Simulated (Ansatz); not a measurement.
**YNbTl: one candidate of a structure search**

Where does this trial cell of YNbTl go when cell and atoms are let free?

Computed with Ansatz 0.2.0 (DFT PBE, scalar-relativistic, plane waves, PAW, unless a step's input says otherwise).

### 1 The system as given

Symmetry: P-6m2, No. 187, hexagonal system. Conventional cell: a = 4.723 Å, b = 4.723 Å, c = 3.823 Å, α = 90.00°, β = 90.00°, γ = 120.00°. Around Y (site symmetry -6m2) lie 6 Nb at 3.33 Å and 6 Tl at 3.33 Å and 2 Y at 3.82 Å. Nb (site symmetry -6m2) has 3 Tl at 2.73 Å as nearest neighbours. Tl (site symmetry -6m2) has 3 Nb at 2.73 Å as nearest neighbours.

Coordinates:

```xyz
3
Lattice="4.7228 0.0000 0.0000 -2.3614 4.0901 0.0000 0.0000 0.0000 3.8226" Properties=species:S:1:pos:R:3 pbc="T T T"
Y     0.0000    0.0000    0.0000
Nb    2.3614    1.3634    1.9113
Tl    0.0000    2.7267    1.9113
```

The cell is invented: species swapped into a database cell of SmGePd (P-6m2, No. 187), with Y on the Sm sites, Tl on the Ge sites and Nb on the Pd sites. Lengths come from tabulated atomic sizes and are only a guess.

### 2 Probe: one point on a coarse mesh

The input, input.yaml:

```yaml
crystal:
  lattice:
    - [4.72283361, 0.0, 0.0]
    - [-2.3614168, 4.09009388, 0.0]
    - [0.0, 0.0, 3.8225675]
  atoms:
    - { symbol: "Y", position: [0.0, 0.0, 0.0] }
    - { symbol: Nb, position: [0.66666667, 0.33333333, 0.5] }
    - { symbol: Tl, position: [0.33333333, 0.66666667, 0.5] }
basis:
  ecutwfc: 420
kpoints:
  mp_grid: { grid: [6, 6, 4] }
hamiltonian:
  xc: pbe
scf:
  occupations: { method: gaussian, width: 0.1 }
  lower_state_search: "off"
output:
  forces: true
  stress: true
  eigenvalues: true
```

Launch:

```
ansatz run input.yaml --threads 1 --pin off --max-ram 2560MiB --backend cpu --events-out ev --progress --plain --runs-dir out
```

The session goes on with these runs: spin check on a coarse mesh; relaxation on the finer mesh.

What does the calculation give? Wanted: conventional cell; volume; energy over the elements; gap on the mesh; total moment.

As calculated:

```
                              quantity                                                                       value
symmetry at the end (tolerance 0.05 Å)                                                 space group P-6m2 (No. 187)
                     conventional cell  a = 5.097 Å, b = 5.097 Å, c = 3.276 Å, α = 90.00°, β = 90.00°, γ = 120.00°
                                volume                                                               24.57 Å³/atom
              energy over the elements                                                               +0.31 eV/atom
                       gap on the mesh                                                                none (metal)
                          total moment                                                               -1.44 μB/cell
```

**Reading.** The space group P-6m2 (No. 187) is kept, at nearly the size of the first guess. With a positive formation energy it can't be a ground state. No finished test with a distortion of lower symmetry is shown, so the end may be a saddle point. Spin-orbit coupling is left out for Tl. Other magnetic orders were not searched.
